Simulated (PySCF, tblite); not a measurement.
# C₅H₁₁BF₂O: geometry, infrared bands and NMR shifts

What infrared bands and NMR shifts should C₅H₁₁BF₂O (`B[C@@H](CCC)OC(F)F`) show?

Programs: tblite 0.8.0 and PySCF 2.14.0, with density-fitted response routines of our own. Each step states its level of theory. These are calculated values for one molecule in the gas phase, unless marked as measured. Atoms count from 0, in the outputs and in this text.

## 1. The starting structure

20 atoms, charge 0, multiplicity 1; geometry from: force field or distance geometry start.

Bonds of the start (Å): B0–C1 1.61, C1–C2 1.54, C2–C3 1.55, C3–C4 1.52, C1–O5 1.41, O5–C6 1.41, C6–F7 1.37, C6–F8 1.38, B0–H9 1.18, B0–H10 1.18, C1–H11 1.12, C2–H12 1.11, C2–H13 1.11, C3–H14 1.12, C3–H15 1.10, C4–H16 1.11, C4–H17 1.11, C4–H18 1.12, C6–H19 1.12.

## 2. Optimising the geometry with GFN2-xTB

The job: settings as JSON, then the geometry in Å.

```
{"job": {"kind": "relax", "xc": "GFN2-xTB", "basis": "xTB"}, "charge": 0, "multiplicity": 1}
B     -0.661800    -1.931900     1.364900
C     -0.489900    -0.510700     0.631900
C      0.777000    -0.552500    -0.244100
C      1.040600     0.829300    -0.890500
C      2.300700     0.788300    -1.733900
O     -1.628500    -0.259800    -0.167200
C     -2.528000     0.605700     0.490300
F     -3.715100     0.615000    -0.198600
F     -2.019900     1.888900     0.521200
H     -0.838700    -2.908900     0.728800
H     -0.662100    -1.998700     2.543300
H     -0.320700     0.249000     1.437700
H      0.630900    -1.304900    -1.042800
H      1.654800    -0.841300     0.362900
H      1.166500     1.594400    -0.082200
H      0.179400     1.122800    -1.508100
H      2.191700     0.053100    -2.558900
H      3.183300     0.516600    -1.122300
H      2.472100     1.795400    -2.181800
H     -2.737100     0.260800     1.537800
```

Started as:

```bash
$ OMP_NUM_THREADS=1 python probes_run.py task.json out
```

This one command runs all jobs of the session in turn.

**Question.** This job is followed by: GFN2-xTB harmonic vibrations, gas phase; GIAO PBE0/pcSseg-1 NMR shielding, non-relativistic, gas phase. What will the session give for the following? strongest single infrared mode (GFN2-xTB); zero-point energy (GFN2-xTB); 13C shifts against TMS (PBE0/pcSseg-1); 1H shifts against TMS (PBE0/pcSseg-1, means over atoms taken as alike); 11B shifts against BF3·OEt2 (PBE0/pcSseg-1); 17O shifts against H2O (PBE0/pcSseg-1); 19F shifts against CFCl3 (PBE0/pcSseg-1).

As calculated:

| quantity | value |
| --- | --- |
| strongest single infrared mode (GFN2-xTB) | 933 cm⁻¹, 252 km/mol |
| zero-point energy (GFN2-xTB) | 98.1 kcal/mol |
| 13C shifts against TMS (PBE0/pcSseg-1) | 125.6, 88.5, 30.2, 27.5, 16.8 ppm |
| 1H shifts against TMS (PBE0/pcSseg-1, means over atoms taken as alike) | 8.02, 6.45, 4.65, 2.36, 1.41, 1.36, 1.32, 1.11 ppm |
| 11B shifts against BF3·OEt2 (PBE0/pcSseg-1) | 90.9 ppm |
| 17O shifts against H2O (PBE0/pcSseg-1) | 129.8 ppm |
| 19F shifts against CFCl3 (PBE0/pcSseg-1) | -98.1, -99.3 ppm |

What this shows: Relaxing lowered the energy by 0.462 eV in 134 steps; the close pair that moved most is O5–C6, from 1.411 to 1.333 Å. All 54 modes are real, so the xTB geometry is a minimum. The strongest single mode, at 933 cm⁻¹, moves mainly C6. Unscaled tight-binding wavenumbers are off by several per cent, some by more. Its intensities can rank the bands wrongly. At PBE0/pcSseg-1: The widest tensor belongs to B0: span 194 ppm, with a paramagnetic part of -185 ppm.
